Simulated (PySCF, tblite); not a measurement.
# C₇H₅OP₃: geometry, infrared bands and NMR shifts

Wanted: the infrared bands and NMR shifts of C₇H₅OP₃ (`C#Cc1pcpc(C(C)=O)p1`), by calculation.

Programs: tblite 0.8.0 and PySCF 2.14.0, with density-fitted response routines of our own. Each step states its level of theory. These are calculated values for one molecule in the gas phase, unless marked as measured. Atoms are numbered from 0 throughout.

### Step 1. The starting structure

16 atoms, charge 0, multiplicity 1; geometry from: force field or distance geometry start.

Bonds of the start (Å): C0–C1 1.20, C1–C2 1.43, C2–P3 1.84, P3–C4 1.84, C4–P5 1.84, P5–C6 1.86, C6–C7 1.47, C7–C8 1.51, C7–O9 1.23, C6–P10 1.86, P10–C2 1.84, C0–H11 1.06, C4–H12 1.08, C8–H13 1.10, C8–H14 1.08, C8–H15 1.10.

### Step 2. Relaxing the molecule with GFN2-xTB

The job: settings as JSON, then the geometry in Å.

```
{"job": {"kind": "relax", "xc": "GFN2-xTB", "basis": "xTB"}, "charge": 0, "multiplicity": 1}
C      2.410300    -1.073300    -1.491400
C      2.139300    -0.536800    -0.452900
C      1.842700     0.083900     0.800000
P      2.331000     1.842800     1.029100
C      0.709500     2.557200     0.541700
P     -0.765600     2.200500     1.589400
C     -0.836400     0.403700     1.112200
C     -1.561000    -0.020400    -0.097200
C     -1.949500    -1.478800    -0.225800
O     -1.834400     0.784500    -0.982500
P      0.512500    -0.658800     1.834900
H      2.629700    -1.539200    -2.418900
H      0.561300     2.926800    -0.467400
H     -2.873400    -1.547300    -0.813100
H     -1.165100    -2.019900    -0.734800
H     -2.158500    -1.915900     0.765100
```

The run is started by

```
$ OMP_NUM_THREADS=1 python probes_run.py task.json out
```

This one command runs all jobs of the session in turn.

**Question.** This job is followed by: GFN2-xTB harmonic vibrations, gas phase; GIAO PBE0/pcSseg-1 NMR shielding, non-relativistic, gas phase. What will the session give for the following? strongest single infrared mode (GFN2-xTB); zero-point energy (GFN2-xTB); 13C shifts against TMS (PBE0/pcSseg-1); 1H shifts against TMS (PBE0/pcSseg-1); 31P shifts against H3PO4 (PBE0/pcSseg-1); 17O shifts against H2O (PBE0/pcSseg-1).

The runs gave:

| quantity | value |
| --- | --- |
| strongest single infrared mode (GFN2-xTB) | 1724 cm⁻¹, 426 km/mol |
| zero-point energy (GFN2-xTB) | 60.1 kcal/mol |
| 13C shifts against TMS (PBE0/pcSseg-1) | 209.3, 200.9, 126.0, 87.3, 86.4, 71.9, 31.2 ppm |
| 1H shifts against TMS (PBE0/pcSseg-1) | 5.46, 3.47, 2.94, 2.66, 2.24 ppm |
| 31P shifts against H3PO4 (PBE0/pcSseg-1) | 427.9, 74.0, -11.3 ppm |
| 17O shifts against H2O (PBE0/pcSseg-1) | 668.1 ppm |

The optimisation took 120 steps and gained 5.443 eV; among the close pairs (by a distance rule), C4–C6 changed most, from 2.712 to 1.496 Å. All 42 modes are real, so the xTB geometry is a minimum. The strongest single mode, at 1724 cm⁻¹, moves mainly C7 and O9. Unscaled tight-binding wavenumbers are off by several per cent, some by more. Its intensities can rank the bands wrongly. The structure rearranged or came apart on optimisation; the results belong to the end geometry, not to the formula as drawn. Shifts at one fixed geometry are not the observed spectrum, which averages over the motion. At PBE0/pcSseg-1: Shielding is most anisotropic at P5 (span 1404 ppm, paramagnetic term -722 ppm).
